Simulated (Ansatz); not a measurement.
# Ti4Al: a closer look at a trial structure

Program: Ansatz 0.2.0. Level of theory: DFT PBE, scalar-relativistic, plane waves, PAW. These are calculated values, not measurements.

## (1) The system as given

The structure is cubic, space group Im-3m (No. 229). Conventional cell: a = 5.889 Å, b = 5.889 Å, c = 5.889 Å, α = 90.00°, β = 90.00°, γ = 90.00°. Around Ti (site symmetry -3m) lie 2 Al at 2.55 Å. Al (site symmetry m-3m) is surrounded by 8 Ti at 2.55 Å.

As a file:

```cif
data_structure
_symmetry_space_group_name_H-M 'Im-3m'
_symmetry_Int_Tables_number 229
_cell_length_a 5.8890
_cell_length_b 5.8890
_cell_length_c 5.8890
_cell_angle_alpha 90.000
_cell_angle_beta 90.000
_cell_angle_gamma 90.000
_cell_volume 204.23
loop_
_atom_site_label
_atom_site_type_symbol
_atom_site_symmetry_multiplicity
_atom_site_Wyckoff_symbol
_atom_site_fract_x
_atom_site_fract_y
_atom_site_fract_z
_atom_site_occupancy
Ti1 Ti 8 c 0.25000 0.25000 0.75000 1
Al1 Al 2 a 0.00000 0.00000 0.00000 1
```

The cell was relaxed beforehand at this level, from an invented guess; it needn't be the stable form of this composition. At a tolerance of 0.05 Å it has space group Im-3m (No. 229); it has 20.42 Å³/atom, an uncorrected energy of +0.77 eV/atom over the elements.

## (2) Static run: bands, density of states and charges

The input, input.yaml:

```yaml
crystal:
  lattice:
    - [-2.9444936525, 2.9444936525, 2.9444936525]
    - [2.9444936525, -2.9444936525, 2.9444936525]
    - [2.9444936525, 2.9444936525, -2.9444936525]
  atoms:
    - { symbol: Ti, position: [0.0, 0.0, 0.5] }
    - { symbol: Ti, position: [0.0, 0.5, 0.0] }
    - { symbol: Ti, position: [0.5, 0.0, 0.0] }
    - { symbol: Ti, position: [0.5, 0.5, 0.5] }
    - { symbol: Al, position: [0.0, 0.0, 0.0] }
basis:
  ecutwfc: 420
kpoints:
  mp_grid: { grid: [10, 10, 10] }
  band_path:
    path:
      - [[0.0, 0.0, 0.0], [0.5, -0.5, 0.5], [0.0, 0.0, 0.5], [0.0, 0.0, 0.0], [0.25, 0.25, 0.25], [0.5, -0.5, 0.5]]
      - [[0.25, 0.25, 0.25], [0.0, 0.0, 0.5]]
    npoints: 14
hamiltonian:
  xc: pbe
scf:
  occupations: { method: gaussian, width: 0.1 }
  n_extra_bands: 12
output:
  forces: true
  stress: true
  eigenvalues: true
  populations: true
  dos: { projected: true, de: 0.02, nscf_kmesh: { grid: [12, 12, 12] } }
  bader: true
  write_density: true
  write_potential: true
  elf: true
  volumetric_format: npy
```

Run with:

```console
ansatz run input.yaml --threads 1 --pin off --max-ram 2048MiB --backend cpu --events-out ev --progress --plain --runs-dir out
```

Q: Estimate wall time and peak memory on 1 thread of Intel Xeon 6975P-C (Granite Rapids), shared host.

About 50 s, with a peak of 0.53 GiB.
